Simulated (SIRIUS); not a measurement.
# Hg2S (Fm-3m) in SIRIUS: reference runs

How does Hg2S come out in PBE? The cell is run as given.

Everything below comes from runs of SIRIUS 7.10.0. Logs are shortened: lines on timing, memory, paths and dates and some standing lists are left out, and cuts for length are marked. The log counts tension as positive stress, the text compression.

### Step 1. The structure

The structure is cubic, space group Fm-3m (No. 225). The conventional cell has a = 6.906 Å, b = 6.906 Å, c = 6.906 Å, α = 90.00°, β = 90.00°, γ = 90.00°. Hg (site symmetry -43m) is surrounded by 4 S at 2.99 Å. S (site symmetry m-3m) has 8 Hg at 2.99 Å as nearest neighbours.

The cell was built by a generator and needn't be a form met in nature.

### Step 2. Single point, PBE

Contents of sirius.json:

```json
{
  "control": {
    "processing_unit": "cpu",
    "verbosity": 2,
    "num_bands_to_print": 33,
    "print_forces": true,
    "print_stress": true
  },
  "parameters": {
    "electronic_structure_method": "pseudopotential",
    "xc_functionals": ["XC_GGA_X_PBE", "XC_GGA_C_PBE"],
    "gk_cutoff": 8.2,
    "pw_cutoff": 16.4,
    "ngridk": [7, 7, 7],
    "shiftk": [0, 0, 0],
    "smearing": "fermi_dirac",
    "smearing_width": 0.0018374661,
    "num_bands": 33,
    "num_mag_dims": 0,
    "num_dft_iter": 100,
    "energy_tol": 1e-08,
    "density_tol": 1e-06
  },
  "iterative_solver": {
    "type": "davidson",
    "min_tolerance": 1e-09,
    "tolerance_scale": [0.1, 0.25]
  },
  "mixer": {
    "type": "anderson",
    "beta": 0.7,
    "max_history": 8
  },
  "settings": {
    "tol_ne": 1e-10,
    "pseudo_grid_cutoff": 6.5
  },
  "unit_cell": {
    "lattice_vectors": [
      [0.0, 0.707106781187, 0.707106781187],
      [0.707106781187, 0.0, 0.707106781187],
      [0.707106781187, 0.707106781187, 0.0]
    ],
    "lattice_vectors_scale": 9.2282414272,
    "atom_coordinate_units": "lattice",
    "atom_types": ["Hg", "S"],
    "atom_files": {
      "S": "S.json",
      "Hg": "Hg.json"
    },
    "atoms": {
      "Hg": [
        [0.75, 0.75, 0.75],
        [0.25, 0.25, 0.25]
      ],
      "S": [
        [0.0, 0.0, 0.0]
      ]
    }
  }
}
```

Potentials or basis: PseudoDojo 0.4.1 PBE standard (scalar relativistic).

Started as:

```sh
$ upf_to_json S.upf
$ upf_to_json Hg.upf
$ OMP_NUM_THREADS=1 sirius.scf --input=sirius.json --output=out.json --task=0
```

Standard output:

```text
[info] SIRIUS version : 7.10.0
[info] number of MPI ranks           : 1
[info] MPI grid                      : 1 1
[info] maximum number of OMP threads : 1
[fft] FFT context for density and potential
[fft] =====================================
[fft]   comm size                             : 1
[fft]   plane wave cutoff                     : 16.4
[fft]   grid size                             : 54 54 54   total : 157464
[fft]   grid limits                           : -26 27   -26 27   -26 27
[fft]   number of G-vectors within the cutoff : 20696
[fft]   local number of G-vectors             : 20696
[fft]   number of G-shells                    : 1096
[fft] FFT context for coarse grid
[fft] =====================================
[fft]   comm size                             : 1
[fft]   plane wave cutoff                     : 16.4
[fft]   grid size                             : 54 54 54   total : 157464
[fft]   grid limits                           : -26 27   -26 27   -26 27
[fft]   number of G-vectors within the cutoff : 20696
[fft]   local number of G-vectors             : 20696
[fft]   number of G-shells                    : 1096
[unit cell] lattice vectors
[unit cell]   a1 :       0.0000000000      6.5253520916      6.5253520916
[unit cell]   a2 :       6.5253520916      0.0000000000      6.5253520916
[unit cell]   a3 :       6.5253520916      6.5253520916      0.0000000000
[unit cell] reciprocal lattice vectors
[unit cell]   b1 :      -0.4814441596      0.4814441596      0.4814441596
[unit cell]   b2 :       0.4814441596     -0.4814441596      0.4814441596
[unit cell]   b3 :       0.4814441596      0.4814441596     -0.4814441596
[unit cell] unit cell volume :       555.70185422 [a.u.^3]
[unit cell] 1/sqrt(omega)    :         0.04242082
[unit cell] MT volume        :         0.00000000 ( 0.00%)
[unit cell] IT volume        :       555.70185422 (100.00%)
[unit cell] number of atom types : 2
[unit cell] type id : 0 symbol : Hg mt_radius :  12.610000 num_atoms : 2
[unit cell] type id : 1 symbol :  S mt_radius :  11.450000 num_atoms : 1
[unit cell] total number of atoms : 3
[unit cell] number of symmetry classes : 2
[unit cell] number of PAW atoms : 0
[unit cell] atom id  type id  class id             position                      vector_field
[unit cell] ------------------------------------------------------------------------------------------
[unit cell]      0        0        0      0.75000   0.75000   0.75000      0.00000   0.00000   0.00000
[... 339 lines left out ...]
[find] Total energy                   :    -344.25051410 (Ha),    -688.50102820 (Ry)
[find] Free energy (E-TS)             :    -344.25098873 (Ha),    -688.50197746 (Ry)
[find] band gap (eV)                  :       0.00000000
[find] Efermi                         :       0.32526468
[find] iteration : 11, RMS : 3.880283204868e-08, energy difference : -3.088757694059e-09
[find] Hartree energy of density residual : 1.617623039593e-13
[find] bands are converged : true
[find] iterative solver converged : true
[find] converged after 12 SCF iterations!
[find] Charges and magnetic moments
[find] --------------------------------------------------------------------------------
[find] total charge          : 46.000000
[find] Energy
[find] --------------------------------------------------------------------------------
[find] valence_eval_sum               :     -35.60420079
[find] <rho|V^{XC}>                   :     -43.41751657
[find] <rho|E^{XC}>                   :     -58.27630361
[find] <mag|B^{XC}>                   :       0.00000000
[find] <rho|V^{H}>                    :     197.58383201
[find] one-electron contribution      :    -189.77051623 (Ha),    -379.54103245 (Ry)
[find] hartree contribution           :      98.79191600
[find] xc contribution                :     -58.27630361
[find] ewald contribution             :    -194.99561847
[find] PAW contribution               :       0.00000000
[find] smearing (-TS)                 :      -0.00047463
[find] SCF correction                 :       0.00000820
[find] Total energy                   :    -344.25051410 (Ha),    -688.50102820 (Ry)
[find] Free energy (E-TS)             :    -344.25098873 (Ha),    -688.50197746 (Ry)
[find] band gap (eV)                  :       0.00000000
[find] Efermi                         :       0.32526468
[ground_state] === stress tensor components [kbar] ===
[ground_state] === stress_kin ===
[ground_state] -34926.122306    0.000000   -0.000000
[ground_state]     0.000000-34926.122306   -0.000000
[ground_state]    -0.000000   -0.000000-34926.122306
[ground_state] === stress_har ===
[ground_state] -17434.757591    0.000000   -0.000000
[ground_state]     0.000000-17434.757591   -0.000000
[ground_state]    -0.000000   -0.000000-17434.757591
[ground_state] === stress_ewald ===
[ground_state] 34412.748299   -0.000000   -0.000000
[ground_state]    -0.00000034412.748299    0.000000
[ground_state]    -0.000000    0.00000034412.748299
[ground_state] === stress_vloc ===
[ground_state] 21331.023871   -0.000000   -0.000000
[ground_state]    -0.00000021331.023871    0.000000
[ground_state]    -0.000000    0.00000021331.023871
[ground_state] === stress_xc ===
[ground_state] -7591.569989    0.000000   -0.000000
[ground_state]     0.000000-7591.569989   -0.000000
[ground_state]    -0.000000   -0.000000-7591.569989
[ground_state] === stress_core ===
[ground_state] 15012.378653   -0.000000    0.000000
[ground_state]    -0.00000015012.378653    0.000000
[ground_state]     0.000000    0.00000015012.378653
[ground_state] === stress_nonloc ===
[ground_state] -10783.742983    0.000000    0.000000
[ground_state]     0.000000-10783.742983   -0.000000
[ground_state]     0.000000   -0.000000-10783.742983
[ground_state] === stress_us_nl ===
[ground_state] -10783.742983    0.000000    0.000000
[ground_state]     0.000000-10783.742983   -0.000000
[ground_state]     0.000000   -0.000000-10783.742983
[ground_state] === stress_total ===
[ground_state]    19.957954   -0.000000   -0.000000
[ground_state]    -0.000000   19.957954    0.000000
[ground_state]    -0.000000    0.000000   19.957954
[ground_state] ==== total Forces in Ha/bohr =====
[ground_state] atom:    0, force:       0.0000000      0.0000000      0.0000000
[ground_state] atom:    1, force:      -0.0000000     -0.0000000     -0.0000000
[ground_state] atom:    2, force:       0.0000000      0.0000000      0.0000000
[ground_state] ==== ultrasoft contribution from Qij =====
[ground_state] atom:    0, force:       0.0000000      0.0000000      0.0000000
[ground_state] atom:    1, force:       0.0000000      0.0000000      0.0000000
[ground_state] atom:    2, force:       0.0000000      0.0000000      0.0000000
[ground_state] ==== non-local contribution from Beta-projector =====
[ground_state] atom:    0, force:       0.0000000      0.0000000      0.0000000
[ground_state] atom:    1, force:      -0.0000000     -0.0000000     -0.0000000
[ground_state] atom:    2, force:       0.0000000      0.0000000      0.0000000
[ground_state] ==== contribution from local potential =====
[ground_state] atom:    0, force:       0.0000000      0.0000000      0.0000000
[ground_state] atom:    1, force:      -0.0000000     -0.0000000     -0.0000000
[ground_state] atom:    2, force:       0.0000000      0.0000000      0.0000000
[ground_state] ==== contribution from core density =====
[ground_state] atom:    0, force:      -0.0000000     -0.0000000     -0.0000000
[ground_state] atom:    1, force:       0.0000000     -0.0000000     -0.0000000
[ground_state] atom:    2, force:       0.0000000      0.0000000      0.0000000
[ground_state] ==== Ewald forces from ions =====
[ground_state] atom:    0, force:       0.0000000      0.0000000      0.0000000
[ground_state] atom:    1, force:       0.0000000      0.0000000     -0.0000000
[ground_state] atom:    2, force:       0.0000000      0.0000000      0.0000000
[~DFT_ground_state] local op. applied: 18589
[~DFT_ground_state] evp. work count: 2253.63
[~DFT_ground_state] number of iterative solver steps: 855
```

It took 1.9 min on 1 thread of Arm Neoverse V1, shared host; peak memory 0.5 GiB.

What came out:

```yaml
Free_energy: -9367.5466 eV
Pressure: -2.0 GPa
Band_gap_on_the_k_mesh: none (metal or under the smearing width)
```

Spin-orbit coupling is left out, which matters for the levels of Hg.
